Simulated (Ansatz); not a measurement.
**Nd4O: what a guessed cell relaxes into**

Aim: relax a trial structure of Nd4O and see where it ends.

Method: DFT PBE, scalar-relativistic, plane waves, PAW; 4f electrons in the core of a trivalent norm-conserving potential, in Ansatz 0.2.0.

## Step 1: The structure to begin with

The structure is cubic, space group Pm-3m (No. 221). Conventional cell: a = 4.858 Å, b = 4.858 Å, c = 4.858 Å, α = 90.00°, β = 90.00°, γ = 90.00°. Nd (site symmetry m-3m) is surrounded by 6 Nd at 2.43 Å. Nd (site symmetry 4/mmm) has 10 Nd at 2.43 to 3.44 Å and 4 O at 3.44 Å in its first shell of neighbours. Around O (site symmetry m-3m) lie 12 Nd at 3.44 Å.

Structure file:

```
Nd O
1.0
     4.85800    0.00000    0.00000
     0.00000    4.85800    0.00000
     0.00000    0.00000    4.85800
Nd O
4 1
Direct
  0.50000 0.50000 0.50000
  0.00000 0.50000 0.50000
  0.50000 0.00000 0.50000
  0.50000 0.50000 0.00000
  0.00000 0.00000 0.00000
```

A structure generator made this guess: species swapped into a database cell of Mn4N (Pm-3m, No. 221). Its size is a rough estimate.

## Step 2: A first look at the guess

input.yaml reads:

```yaml
crystal:
  lattice:
    - [4.85799856, 0.0, 0.0]
    - [0.0, 4.85799856, 0.0]
    - [0.0, 0.0, 4.85799856]
  atoms:
    - { symbol: Nd, position: [0.5, 0.5, 0.5] }
    - { symbol: Nd, position: [0.0, 0.5, 0.5] }
    - { symbol: Nd, position: [0.5, 0.0, 0.5] }
    - { symbol: Nd, position: [0.5, 0.5, 0.0] }
    - { symbol: O, position: [0.0, 0.0, 0.0] }
basis:
  ecutwfc: 660
kpoints:
  mp_grid: { grid: [4, 4, 4] }
hamiltonian:
  xc: pbe
  pseudopotentials:
    kind: paw
    azcp: { Nd: "pseudopotentials/pbe/nc/lanthanide_3plus/Nd.nc.azcp" }
scf:
  occupations: { method: gaussian, width: 0.1 }
  lower_state_search: "off"
output:
  forces: true
  stress: true
  eigenvalues: true
```

Started as:

```sh
$ ansatz run input.yaml --threads 1 --pin off --max-ram 2560MiB --backend cpu --events-out ev --progress --plain --runs-dir out
```

Further runs follow: rough relaxation on the coarse mesh; relaxation on the finer mesh.

Before running it: what results should come out? Wanted: conventional cell; volume; energy over the elements; gap on the mesh.

As calculated:

```
                                                              quantity                                                                      value
                                symmetry at the end (tolerance 0.05 Å)                                                space group Pm-3m (No. 221)
                                                     conventional cell  a = 5.735 Å, b = 5.735 Å, c = 5.735 Å, α = 90.00°, β = 90.00°, γ = 90.00°
                                                                volume                                                              37.72 Å³/atom
energy over the elements (uncorrected; H, N, O, F and Cl as molecules)                                                              +1.04 eV/atom
                                                       gap on the mesh                                                               none (metal)
```

In words: The space group Pm-3m (No. 221) is kept, and the volume per atom grows by 64.5 % from the first guess. With a positive formation energy it can't be a ground state. No finished test with a distortion of lower symmetry is shown, so the end may be a saddle point. Spin-orbit coupling is left out for Nd. The lanthanide's 4f electrons sit in the core of its potential, so it is trivalent by construction and shows no f bands or moments.

No U or exact exchange acts on the 4f shell of Nd, so a metallic reading can be the functional's.
